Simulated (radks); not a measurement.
# Ge²⁺ in [Ar] 3d10 4s1.5 5s0.5: an all-electron calculation

The task here is to estimate one member of a computed series from the others.

Method: scalar-relativistic Kohn-Sham, PBE, spin-polarised, spherical densities, finite nucleus; open shells are filled with parallel spins first. Code: radks (a radial shooting solver on a logarithmic mesh, Libxc functionals) version 1.

## What is computed

| Quantity | Value |
| --- | --- |
| element | germanium (Z = 32) |
| charge | +2 |
| electrons | 30 |
| configuration | [Ar] 3d10 4s1.5 5s0.5 |
| nuclear rms radius | 4.0742 fm |

The first run:

Input:

```text
Z 32
configuration [Ar] 3d10 4s1.5 5s0.5 4p0 4d0
relativity scalar-relativistic
functional pbe,pbe
spin polarised
nucleus finite rms 4.0742 fm
c 137.035999084
```

One of the session's tables, all rows but one given; the rest of the session is left out.

It belongs to the step «Shells». From the orbitals of this run (lengths in bohr):

```
  level      <r>  outermost maximum (interpolated)  90 % within  nodes
  1s up  0.04700                            0.0307       0.0840      0
1s down  0.04700                            0.0307       0.0840      0
  2s up   0.2100                             0.176        0.325      1
2s down   0.2100                             0.176        0.325      1
  2p up   0.1837                             0.141        0.300      0
2p down   0.1837                             0.141        0.300      0
  3s up   0.6242                             0.542        0.934      2
3s down   0.6240                             0.542        0.933      2
  3p up   0.6470                             0.543        0.995      1
3p down   0.6465                             0.543        0.994      1
  3d up   0.7303                             0.504         1.24      0
3d down   0.7273                             0.503         1.23      0
  4s up    1.905                              1.65         2.81      3
4s down    1.905                              1.65         2.81      3
  4p up        ?                                 ?            ?      ?
4p down    2.275                              1.93         3.41      2
  5s up    4.510                              4.26         6.40      4
  4d up    3.656                              3.08         5.50      1
```

Estimate the missing values for 4p up.

**Answer.** <r>: 2.271; outermost maximum (interpolated): 1.93; 90 % within: 3.40; nodes: 2. In the column «<r>» it lies between 4s down (1.905) and 4p down (2.275).
